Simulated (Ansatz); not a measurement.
# Sn5Se6S4: the cost of one run

Program: Ansatz 0.2.0. Level of theory: DFT PBE+D3(BJ), scalar-relativistic, plane waves, PAW. These are calculated values, not measurements.

That is the level of the relaxation; later steps name their own.

2 further runs of the same task are left out: 2 set aside as unsound or not needed.

## 1. The structure to begin with

The structure is triclinic, space group P1 (No. 1). Conventional cell: a = 5.949 Å, b = 6.530 Å, c = 9.977 Å, α = 70.90°, β = 89.97°, γ = 89.88°. Around Sn (site symmetry 1) lie 2 S at 2.60 to 2.62 Å and 4 Se at 2.69 to 2.74 Å. Around Sn (site symmetry 1) lie 3 S at 2.61 to 2.63 Å and 3 Se at 2.68 to 2.72 Å. Around Sn (site symmetry 1) lie 2 S at 2.59 to 2.60 Å and 4 Se at 2.70 to 2.75 Å. Sn (site symmetry 1) has 2 S at 2.60 to 2.62 Å and 4 Se at 2.70 to 2.73 Å as nearest neighbours. Around Sn (site symmetry 1) lie 3 S at 2.58 to 2.60 Å and 3 Se at 2.71 to 2.74 Å. Around Se (site symmetry 1) lie 3 Sn at 2.68 to 2.73 Å. Se (site symmetry 1) has 3 Sn at 2.69 to 2.72 Å as nearest neighbours. Around Se (site symmetry 1) lie 3 Sn at 2.71 to 2.72 Å. Only part of the 15 independent sites is listed.

Coordinates:

```
Sn Se S
1.0
    -0.00081    0.00633   -5.94872
     0.00016   -6.53015    0.00686
    -9.42833    3.26530   -0.00468
Sn Se S
5 6 4
Direct
  0.00281 0.80395 0.60276
  0.00271 0.40295 0.79985
  0.00091 0.60245 0.19704
  0.00454 0.19766 0.40029
  0.00551 0.99309 0.00005
  0.73228 0.46749 0.60234
  0.73294 0.06658 0.80195
  0.73486 0.26387 0.19831
  0.73207 0.86636 0.39814
  0.27231 0.53572 0.40189
  0.27459 0.33351 0.99777
  0.75862 0.66659 0.99949
  0.24740 0.13357 0.59966
  0.24924 0.93229 0.19986
  0.24920 0.73391 0.80061
```

It is the result of an earlier relaxation at this level (volume 24.42 Å³/atom; gap on the mesh: 0.73 eV).

## 2. Band edges over the whole zone

Contents of input.yaml:

```yaml
crystal:
  lattice:
    - [-0.0008073151, 0.006332386, -5.9487153531]
    - [0.000158365, -6.5301501552, 0.0068618075]
    - [-9.428325303, 3.2653042658, -0.0046814205]
  atoms:
    - { symbol: Sn, position: [0.0028127642, 0.8039463099, 0.6027606004] }
    - { symbol: Sn, position: [0.0027144615, 0.4029548173, 0.7998500442] }
    - { symbol: Sn, position: [0.0009086919, 0.6024542227, 0.1970412233] }
    - { symbol: Sn, position: [0.0045390688, 0.1976634799, 0.4002917103] }
    - { symbol: Sn, position: [0.0055100406, -0.0069138929, 5.10155e-05] }
    - { symbol: Se, position: [0.7322848803, 0.467491228, 0.6023368074] }
    - { symbol: Se, position: [0.7329362022, 0.0665830783, 0.8019519803] }
    - { symbol: Se, position: [0.7348587711, 0.2638689045, 0.1983078433] }
    - { symbol: Se, position: [0.7320663622, 0.8663581665, 0.3981353425] }
    - { symbol: S, position: [0.7586227565, 0.6665869404, -0.0005105881] }
    - { symbol: Se, position: [0.2723110467, 0.5357247613, 0.4018904195] }
    - { symbol: S, position: [0.2473986225, 0.133568814, 0.5996565443] }
    - { symbol: Se, position: [0.2745944829, 0.3335053765, 0.9977686445] }
    - { symbol: S, position: [0.2492376511, 0.9322937946, 0.1998632398] }
    - { symbol: S, position: [0.2492041977, 0.7339139989, 0.8006051727] }
basis:
  ecutwfc: 420
kpoints:
  mp_grid: { grid: [6, 6, 4] }
  band_path: { path: [VBM, CBM], npoints: 2 }
hamiltonian:
  xc: pbe
  dispersion: d3bj
scf:
  occupations: { method: gaussian, width: 0.02 }
output:
  forces: true
  stress: true
  eigenvalues: true
```

Launch:

```bash
$ ansatz run input.yaml --threads 4 --pin off --max-ram 10240MiB --backend cpu --events-out ev --progress --plain --runs-dir out
```

Q: Estimate wall time and peak memory on 4 threads of Arm Neoverse V1, shared host.

About 14 min, with a peak of 2.8 GiB.
